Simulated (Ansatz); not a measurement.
Write a Python script for Ansatz 0.2.0, Python API that makes a comparison of norm-conserving and PAW potentials of NbZn₃, space group Pm-3m. Use (first run): PBEsol, PAW, the default cutoff (420 eV here), 5×5×5 k-points, Methfessel-Paxton smearing of 0.1 eV.

```xyz
4
Lattice="3.9340 0.0000 0.0000 0.0000 3.9340 0.0000 0.0000 0.0000 3.9340" Properties=species:S:1:pos:R:3 pbc="T T T"
Nb    0.0000    0.0000    0.0000
Zn    0.0000    1.9670    1.9670
Zn    1.9670    0.0000    1.9670
Zn    1.9670    1.9670    0.0000
```

`nbzn3.py`
```python
"""Norm-conserving against PAW potentials for NbZn3."""

import ansatz as az
import numpy as np


def count_gap(report):
    # lowest empty less highest filled band, counting bands; zero where they overlap
    return max(report.get("gap_by_band_count_ev") or 0.0, 0.0)

cell = (
    az.Lattice.of((3.934, 0.0, 0.0), (0.0, 3.934, 0.0), (0.0, 0.0, 3.934))
    .atom("Nb", (0.0, 0.0, 0.0))
    .atom("Zn", (0.0, 0.5, 0.5))
    .atom("Zn", (0.5, 0.0, 0.5))
    .atom("Zn", (0.5, 0.5, 0.0))
)

base = (
    cell.calculation()
    .kpoints(spacing=0.32)
    .functional("pbesol")
    .occupations("methfessel_paxton")
    .stress()
    .forces()
    .band_table()
)
variants = {
    "PAW": base.pseudopotentials("paw"),
    "norm-conserving": base.pseudopotentials("nc"),
}
# totals differ by the cores that each treatment holds, so compare what does not depend on them
rows = []
for label, variant in variants.items():
    rep = variant.run().report
    levels = np.array(rep["eigenvalues_ev"][0]) - rep["fermi_energy_ev"]
    print(label, "levels at the first k-point near E_F:", np.round(levels[np.abs(levels) < 5], 3))
    rows.append((label, rep["n_electrons"], np.trace(rep["stress_gpa"]) / 3, count_gap(rep)))
print("     treatment  electrons in bands           P GPa  gap by band count eV")
for row in rows:
    print(f"{str(row[0]):>14s}  {row[1]:18.1f}  {row[2]:14.3f}  {row[3]:20.3f}")
```

```console
$ python nbzn3.py
DeckWarning: basis.ecutwfc = 420 eV, auto-derived from the records' recommended cutoffs: set by Nb (normal level)
PAW levels at the first k-point near E_F: [-1.158 -1.158  0.654  0.654  0.654  1.693  1.693  1.693]
DeckWarning: basis.ecutwfc = 1142.878222 eV, auto-derived from the records' recommended cutoffs: set by Zn (normal level)
norm-conserving levels at the first k-point near E_F: [-1.153 -1.153  0.648  0.648  0.648  1.696  1.696  1.696]
     treatment  electrons in bands           P GPa  gap by band count eV
           PAW                49.0          -5.372                 0.000
norm-conserving                73.0          -5.471                 0.000
```
(Warnings from the package without file and line.)

PAW gives -5.372 GPa and norm-conserving -5.471 GPa, 0.10 GPa apart. They took 1.5 and 5.0 s of processor time.

Notes:
- The computed bands are complete only to about 4.8 eV above the Fermi level.
- The mesh is modest for a metal, so energies can be off by several to tens of meV an atom and pressures by half a GPa or more; differences at equal mesh fare better.
- A gap by band count of zero or less means overlapping bands, a metal, and at an odd count of electrons it is no gap at all.
- At these settings the cell as given stands under about -5 GPa, so it isn't at this functional's equilibrium volume.
- The starting cell is as deposited in a crystallographic database; the results hold for this polymorph, which needn't be the stable one.
- Levels are Kohn-Sham eigenvalues on this mesh, without spin-orbit coupling.
- Stress is positive in compression.
- Wall time of the script: 7.2 s on 1 thread of Arm Neoverse V1 (shared host), peak memory 0.5 GiB.
